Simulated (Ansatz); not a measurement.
C2H2Te, SMILES C1=C[Te]1, harmonic frequencies at the relaxed geometry

Program: Ansatz 0.2.0, Python API.

Typed at the interpreter:
```pycon
>>> import ansatz as az
>>> import numpy as np
>>> geometry_ang = [
...     ("C", (-0.521, -0.477, -0.1856)),
...     ("C", (0.4026, 0.5918, 0.0438)),
...     ("Te", (0.91, -1.1289, 0.9201)),
...     ("H", (-1.4356, -0.679, -0.6758)),
...     ("H", (0.694, 1.6195, -0.1439)),
... ]
>>> c2h2te = az.Crystal.molecule()
>>> for symbol, xyz in geometry_ang:
...     c2h2te = c2h2te.atom(symbol, xyz)
...
>>> calculation = (
...     c2h2te.calculation()
...     .basis(gaussian="def2-SVP")
...     .functional("b3lyp")
... )
>>> symbols = [site.symbol for site in c2h2te.cartesian_sites]
>>> start = np.array([site.position_ang for site in c2h2te.cartesian_sites], dtype=float)
>>> summary = calculation.relax(force_tolerance=0.003).run(threads=1, backend="cpu").report
>>> end = np.array(summary["positions_ang"])
>>> print("final positions (A) and the move of each atom")
final positions (A) and the move of each atom
>>> for symbol, xyz, old in zip(symbols, end, start):
...     print(f"{symbol:2s} {xyz[0]:10.5f} {xyz[1]:10.5f} {xyz[2]:10.5f}   {np.linalg.norm(xyz - old):7.4f}")
...
C    -0.53249   -0.34094   -0.23322    0.1446
C     0.33091    0.57544   -0.00895    0.0905
Te    1.04703   -1.25005    1.04758    0.2229
H    -1.46184   -0.65855   -0.69985    0.0411
H     0.66639    1.60048   -0.14696    0.0337
>>> # frequencies need a stationary point, so they are taken at the relaxed geometry
>>> minimum = az.Crystal.molecule()
>>> for symbol, place in zip(symbols, end):
...     minimum = minimum.atom(symbol, place.tolist())
...
>>> vibrating = (
...     minimum.calculation()
...     .basis(gaussian="def2-SVP")
...     .functional("b3lyp")
...     .phonons(temperatures=(298.15, 498.15, 100))
... )
>>> vib = vibrating.run(threads=1, backend="cpu").report["vibrations"]
>>> sums = vib["harmonic_sums"]
>>> modes = [m["omega_inv_cm"] for m in sums["modes_at_gamma"] if m["rigid_motion"] == "no"]
>>> for number, w in enumerate(modes, start=1):
...     print(f"mode {number:2d} {w:9.1f} 1/cm {w / 8065.544 * 1000:8.2f} meV")
...
mode  1     420.0 1/cm    52.07 meV
mode  2     437.0 1/cm    54.18 meV
mode  3     613.7 1/cm    76.09 meV
mode  4     786.3 1/cm    97.49 meV
mode  5     804.0 1/cm    99.68 meV
mode  6     866.5 1/cm   107.43 meV
mode  7    1733.4 1/cm   214.92 meV
mode  8    3253.3 1/cm   403.35 meV
mode  9    3307.7 1/cm   410.10 meV
>>> print("imaginary modes:", sum(w < 0 for w in modes), " zero-point energy:", round(sums["zero_point_energy_ev"], 4), "eV")
imaginary modes: 0  zero-point energy: 0.7577 eV
>>> print("T (K)   F_vib (eV)   S_vib (meV/K)   C_vib (meV/K)")
T (K)   F_vib (eV)   S_vib (meV/K)   C_vib (meV/K)
>>> for row in zip(sums["temperatures_k"], sums["vibrational_free_energy_ev"], vib["entropy_ev_per_k"], vib["heat_capacity_ev_per_k"]):
...     print(f"{row[0]:6.1f} {row[1]:11.4f} {1000 * row[2]:13.4f} {1000 * row[3]:15.4f}")
...
 298.1      0.7478        0.1189          0.2479
 398.1      0.7317        0.2036          0.3371
 498.1      0.7072        0.2863          0.4000
>>> # all hydrogen replaced by deuterium
>>> heavier = vibrating.phonons(masses={"H": 2.014102}).run(threads=1, backend="cpu").report["vibrations"]["harmonic_sums"]
>>> print("deuterated (1/cm):", " ".join(f"{m['omega_inv_cm']:.0f}" for m in heavier["modes_at_gamma"] if m["rigid_motion"] == "no"))
deuterated (1/cm): 389 430 459 577 643 683 1609 2387 2542
>>> print("zero-point energy falls by", round(sums["zero_point_energy_ev"] - heavier["zero_point_energy_ev"], 4), "eV")
zero-point energy falls by 0.1551 eV
```

Notes:
- The frequencies are harmonic and unscaled, in a modest basis.
- def2 sets replace the cores of elements past krypton by effective core potentials.
- b3lyp holds the VWN-RPA fit, as in Gaussian; the form of ORCA and Turbomole is b3lyp5.
- The whole script took 2.1 min on 1 thread of Arm Neoverse V1, on a shared host, peak memory 0.21 GiB.
